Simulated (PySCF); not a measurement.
**VO₂OH: singlet, from a trigonal planar start**

Aim: relax VO₂OH as a singlet from a trigonal planar start, check by its vibrations whether the end is a minimum, and collect its spectrum and constants.

Method: PBE0, basis V def2-TZVP, O def2-TZVP, H def2-TZVP, no relativity, density fitting; program: PySCF 2.14.0.

## (1) Where the work starts

5 atoms, charge 0, spin multiplicity 1.

Bond lengths: V1–O2 1.690 Å, V1–O3 1.690 Å, V1–O4 1.970 Å, O4–H5 0.960 Å. Angles: O2–V1–O3 120.0°, O2–V1–O4 120.0°, O3–V1–O4 120.0°, V1–O4–H5 130.0°.

```xyz
5
charge 0 multiplicity 1
V     0.0419    0.0577    0.0000
O     1.7319    0.0577    0.0000
O    -0.8031    1.5213    0.0000
O    -0.9431   -1.6484    0.0000
H    -1.8885   -1.8151    0.0000
```

## (2) Relaxation: trigonal planar start, singlet

The steps below are one call of a driver around PySCF. For each, scf.py gives the equivalent set-up of the SCF; relaxations use the driver's own optimiser. Before each start the driver seeks the lowest SCF state from one or more starting densities and follows internal instabilities, so scf.py alone need not reach the same state.

The program finds Cs symmetry in the start, which this walk keeps. Threshold on the gradient: 0.0003 Eh/bohr, with a further test on the energy change.

Contents of scf.py:

```python
from pyscf import gto, scf, dft
mol = gto.M(atom='''
V      0.041875     0.057699     0.000000
O      1.731875     0.057699     0.000000
O     -0.803125     1.521299     0.000000
O     -0.943125    -1.648401     0.000000
H     -1.888525    -1.815101     0.000000''',
    basis={'V': 'def2-TZVP', 'O': 'def2-TZVP', 'H': 'def2-TZVP'},
    charge=0, spin=0)
mf = dft.RKS(mol, xc='PBE0')
mf.grids.atom_grid = (50, 194)
aux = {'V': 'def2-universal-JKFIT', 'O': 'def2-universal-JKFIT', 'H': 'def2-universal-JKFIT'}
mf = mf.density_fit(auxbasis=aux)
mf.kernel()
```

The runs that follow: Vibrations and properties at this point; Following the imaginary mode; Is it a minimum? Harmonic modes.

**Question.** What will these runs give? Wanted: minimum; geometry; wavenumbers; dipole moment; highest occupied, lowest empty level; polar-tensor charge of V1; zero-point energy; atomisation energy.

**Answer**, as computed:

| quantity | value |
| --- | --- |
| minimum | singlet, C1 |
| geometry | O–H 0.961 Å, V–O 1.577 Å (×2), V–O 1.784 Å; H–O–V 123.5°, O–V–O 112.6°, O–V–O 117.4°, O–V–O 119.3° |
| wavenumbers (cm⁻¹) | 136 (a), 248 (a), 366 (a), 495 (a), 615 (a), 770 (a), 1101 (a), 1104 (a), 3888 (a) |
| dipole moment | 3.49 D |
| highest occupied, lowest empty level | -8.79, -3.84 eV |
| polar-tensor charge of V1 | +2.15 e |
| zero-point energy | 52.2 kJ/mol |
| entropy at 298.15 K | 300.0 J/(mol K) |
| atomisation energy (no zero-point energy) | 2013 kJ/mol |

What this shows: The trigonal planar start ends in a minimum without symmetry. The strongest infrared band lies at 1104 cm⁻¹ (a). Only this shape and spin were tried, so other structures or states may lie lower.
